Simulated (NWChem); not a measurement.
**[GeF3]− (SMILES [F][Ge-]([F])[F]): levels of theory compared**

Wanted: a comparison of 5 runs (HF/def2-SVP, B2PLYP/6-31G, B3LYP/def2-SVP, PBE0/def2-SVP, TPSSh/def2-SVPD) of [GeF3]−. 

Program for the calculation: NWChem 7.3.0.

## (1) The molecule

[GeF3]−: 4 atoms, total charge -1, spin state singlet. As SMILES, `[F][Ge-]([F])[F]`. The shape comes from GFN2-xTB, which is rough for such elements, and wasn't checked as a minimum.

Bond lengths: Ge1–F2 2.015 Å, Ge1–F3 2.020 Å, Ge1–F4 2.021 Å. Angles: F2–Ge1–F3 101.7°, F2–Ge1–F4 101.8°, F3–Ge1–F4 102.5°.

## (2) Energy and forces at HF/def2-SVP (run 1)

The input, mymol.nw:

```
START mymol
TITLE "F3Ge hf"
memory total 2200 mb
charge -1

GEOMETRY units angstroms noautosym nocenter noautoz
Ge   -0.007690    0.004630    0.667770
F     1.806220   -0.034700   -0.209550
F    -0.868040    1.590930   -0.240550
F    -0.930480   -1.560860   -0.217670
END

BASIS "ao basis" spherical bse
* library def2-SVP
END

SCF
thresh 1e-08
maxiter 80
END

TASK scf gradient
```

The run is started by

```console
$ nwchem mymol.nw > mymol.out
```

What it wrote:

```text
[...]
  functions       =    74
[...]
  wavefunction    = RHF
[...]
         Total SCF energy =  -2373.283023901375
      One-electron energy =  -3860.912798258481
      Two-electron energy =   1220.207653579973
 Nuclear repulsion energy =    267.422120777132
        Time for solution =      6.2s
[...]
                         RHF ENERGY GRADIENTS
    atom               coordinates                        gradient
                 x          y          z           x          y          z
   1 Ge     -0.014532   0.008749   1.261902   -0.000971   0.000318   0.051628
   2 F       3.413261  -0.065573  -0.395992    0.055214  -0.001090  -0.016936
   3 F      -1.640358   3.006422  -0.454574   -0.026144   0.048618  -0.017709
   4 F      -1.758352  -2.949598  -0.411337   -0.028099  -0.047845  -0.016983
[...]
```

Run time: 8.1 s. Hardware: 1 thread of Intel Xeon 6975P-C (Granite Rapids), shared host; peak memory 0.099 GiB.

## (3) The energy at B2PLYP/6-31G (run 2)

The input, f3ge.nw:

```
start f3ge
memory 2200 mb
charge -1

geometry units angstroms noautosym nocenter noautoz
  Ge    -0.007690     0.004630     0.667770
  F      1.806220    -0.034700    -0.209550
  F     -0.868040     1.590930    -0.240550
  F     -0.930480    -1.560860    -0.217670
end

basis spherical bse
  * library 6-31G
end

dft
  xc hfexch 0.53 becke88 0.47 lyp 0.73 mp2 0.27
  dftmp2 semidirect
  mult 1
  grid xfine
  convergence energy 1e-08
  iterations 100
  mulliken
end

mp2
  freeze core 12
end

task dft energy
```

The run is started by

```console
$ nwchem f3ge.nw > f3ge.out
```

What it wrote:

```text
[...]
          Wavefunction type:  closed shell.
          No. of atoms     :     4
          No. of electrons :    60
[...]
          Charge           :    -1
          Spin multiplicity:     1
[...]
          AO basis - number of functions:    54
[...]
              XC Information
              --------------
                     Hartree-Fock (Exact) Exchange  0.530
                    Becke 1988 Exchange Functional  0.470
              Lee-Yang-Parr Correlation Functional  0.730
[...]
 d= 0,ls=0.0,diis     1  -2375.1263178397 -2.64D+03  4.18D-02  5.99D+00     1.1
[...]
 d= 0,ls=0.0,diis    10  -2375.4435664107 -1.49D-09  1.58D-07  2.32D-10     7.1
         Total DFT energy =    -2375.443566410737
      One electron energy =    -3861.705182979753
           Coulomb energy =     1328.911672453851
    Exchange-Corr. energy =     -110.072176661968
 Nuclear repulsion energy =      267.422120777132
[...]
      Total Density - Mulliken Population Analysis
     ---------------------------------------------
    Atom       Charge   Shell Charges
 -----------   ------   -------------------------------------------------------
    1 Ge  32    31.13   2.00  2.00  6.00  2.00  5.99  1.53  1.04  0.34  0.26  6.91  3.08
    2 F    9     9.62   2.00  0.92  3.26  1.06  2.38
    3 F    9     9.62   2.00  0.92  3.26  1.06  2.38
    4 F    9     9.62   2.00  0.92  3.26  1.06  2.38
[...]
  Basis functions       =     54
[...]
```

Wall time 8.7 s (1 thread of Intel Xeon 6975P-C (Granite Rapids), shared host); peak memory 0.14 GiB.

Run 3 isn't shown in full; the table further down has it.

## (4) Energy and forces at PBE0/def2-SVP (run 4)

The input, a.xyz:

```xyz
4

Ge    -0.007690     0.004630     0.667770
F      1.806220    -0.034700    -0.209550
F     -0.868040     1.590930    -0.240550
F     -0.930480    -1.560860    -0.217670
```

The input, a.nw:

```
start a
memory stack 880 mb heap 220 mb global 1100 mb
charge -1

geometry noautosym nocenter noautoz
   load format xyz a.xyz
end

basis "ao basis" spherical bse
   * library def2-SVP
end

dft
   xc pbe0
   grid xfine
   convergence energy 1e-08
   iterations 100
   mulliken
end

task dft gradient
```

The run is started by

```console
$ nwchem a.nw > a.out
```

What it wrote:

```text
[...]
          Wavefunction type:  closed shell.
          No. of atoms     :     4
          No. of electrons :    60
[...]
          Charge           :    -1
          Spin multiplicity:     1
[...]
          AO basis - number of functions:    74
[...]
              XC Information
              --------------
                         PBE0 Method XC Functional
                     Hartree-Fock (Exact) Exchange  0.250
          PerdewBurkeErnzerhof Exchange Functional  0.750
            Perdew 1991 LDA Correlation Functional  1.000 local
           PerdewBurkeErnz. Correlation Functional  1.000 non-local
[...]
 d= 0,ls=0.0,diis     1  -2375.2372616210 -2.64D+03  4.31D-02  6.29D+00     1.1
[...]
 d= 0,ls=0.0,diis    10  -2375.6256046997 -7.29D-10  3.31D-07  1.25D-09     8.9
         Total DFT energy =    -2375.625604699664
      One electron energy =    -3861.066523665107
           Coulomb energy =     1328.196557084035
    Exchange-Corr. energy =     -110.177758895725
 Nuclear repulsion energy =      267.422120777133
[...]
  wavefunction    = closed shell
                         DFT ENERGY GRADIENTS
    atom               coordinates                        gradient
                 x          y          z           x          y          z
   1 Ge     -0.014532   0.008749   1.261902   -0.000754   0.000329   0.049408
   2 F       3.413261  -0.065573  -0.395992    0.046429  -0.000927  -0.016197
   3 F      -1.640358   3.006422  -0.454574   -0.022004   0.040987  -0.016906
   4 F      -1.758352  -2.949598  -0.411337   -0.023671  -0.040390  -0.016306
[...]
```

Run time: 11 s. Hardware: 1 thread of Intel Xeon 6975P-C (Granite Rapids), shared host; peak memory 0.12 GiB.

## (5) Energy and gradient at TPSSh/def2-SVPD (run 5)

The input, work.nw:

```
start work
memory total 2200 mb
charge -1
geometry units bohr noautosym nocenter noautoz
   Ge    -0.01453199     0.00874943     1.26190241
   F      3.41326112    -0.06557350    -0.39599211
   F     -1.64035787     3.00642198    -0.45457362
   F     -1.75835236    -2.94959792    -0.41133669
end
basis spherical bse
   * library def2-SVPD
end
dft
   xc xctpssh
   grid fine
   convergence energy 1e-08
   iterations 100
   mulliken
   print medium
end
task dft gradient
```

The run is started by

```console
$ nwchem work.nw > work.out
```

What it wrote:

```text
[...]
          Wavefunction type:  closed shell.
          No. of atoms     :     4
          No. of electrons :    60
[...]
          Charge           :    -1
          Spin multiplicity:     1
[...]
          AO basis - number of functions:   107
[...]
              XC Information
              --------------
                  TPSS hybrid Method XC Functional
                     Hartree-Fock (Exact) Exchange  0.100
                  TPSS metaGGA Exchange Functional  0.900
             TPSS03 metaGGA Correlation Functional  1.000
[...]
 d= 0,ls=0.0,diis     1  -2375.7981823433 -2.64D+03  4.48D-02  6.33D+00     1.9
[...]
 d= 0,ls=0.0,diis    10  -2376.1952959624 -3.34D-09  5.53D-07  1.22D-08    15.3
         Total DFT energy =    -2376.195295962384
      One electron energy =    -3858.670478909231
           Coulomb energy =     1325.537208961590
    Exchange-Corr. energy =     -110.484127663441
 Nuclear repulsion energy =      267.422101648698
[...]
  wavefunction    = closed shell
                         DFT ENERGY GRADIENTS
    atom               coordinates                        gradient
                 x          y          z           x          y          z
   1 Ge     -0.014532   0.008749   1.261902   -0.000496   0.000243   0.034928
   2 F       3.413261  -0.065574  -0.395992    0.033433  -0.000663  -0.011433
   3 F      -1.640358   3.006422  -0.454574   -0.015861   0.029584  -0.011961
   4 F      -1.758352  -2.949598  -0.411337   -0.017076  -0.029164  -0.011534
[...]
```

It took 21 s on 1 thread of Intel Xeon 6975P-C (Granite Rapids), shared host; peak memory 0.12 GiB.

## (6) All runs side by side

```tsv
run	level	task	iteration cap	energy (Eh)	HOMO energy (eV)	LUMO energy (eV)	HOMO–LUMO gap (eV)	wall time
1	HF/def2-SVP	gradient	80	-2373.283024	-5.12	8.59	13.71	8.1 s
2	B2PLYP/6-31G	energy	100	-2375.640200	-3.17	6.18	9.34	8.7 s
3	B3LYP/def2-SVP	gradient	100	-2376.220954	-1.65	5.32	6.97	11 s
4	PBE0/def2-SVP	gradient	100	-2375.625605	-1.91	5.51	7.42	11 s
5	TPSSh/def2-SVPD	gradient	100	-2376.195296	-2.16	4.03	6.19	21 s
```

## (7) Outcome

| quantity | value |
| --- | --- |
| run 5: total energy | -2376.19530 Eh |
| run 5: HOMO energy | -2.16 eV |
| run 5: LUMO energy | 4.03 eV |
| run 5: HOMO–LUMO gap (to an unbound level, set by the basis) | 6.19 eV |
| run 5: largest force on an atom | 1.836 eV/Å |

In words: The HOMO–LUMO gap runs from 6.19 eV (TPSSh/def2-SVPD) to 13.71 eV (HF/def2-SVP). The two ends differ in method and basis. The empty levels of an anion lie above zero and hang on the basis. Totals of different functionals can't be ranked against each other. All runs together took 61 s, the longest 21 s.
